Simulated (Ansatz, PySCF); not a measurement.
BiBr3 in two programs

BiBr3 (singlet), relaxed with PySCF 2.14.0, RKS BP86, Bi def2-SVP with ECP60, Br def2-SVP; non-relativistic Hamiltonian with scalar-relativistic core potentials where named; density fitting; no spin-orbit coupling:

```xyz
4

Bi    0.0000    0.0000    0.7888
Br    2.3592    0.0000   -0.4003
Br   -1.1796    2.0431   -0.4003
Br   -1.1796   -2.0431   -0.4003
```

There the HOMO–LUMO gap is 3.36 eV. 

The same geometry by Ansatz 0.2.0 (PBE, PAW, a periodic box with 9 Å of vacuum):

| spin-orbit coupling | gap (eV) | largest force component (eV/Å) |
| --- | --- | --- |
| without | 3.44 | 0.29 |

(1) What does the run with spin-orbit coupling give?

The spin-orbit runs use fully relativistic datasets of their own, so changes of a few hundredths of an eV needn't come from the coupling.

The two programs differ in functional, so their gaps don't test each other.

Answers

(1) gap (eV): 2.88, largest force component (eV/Å): 0.21. It took 13 s on 2 threads of Intel(R) Xeon(R) Platinum 8488C (Sapphire Rapids) (shared host), peak memory 2 GiB.
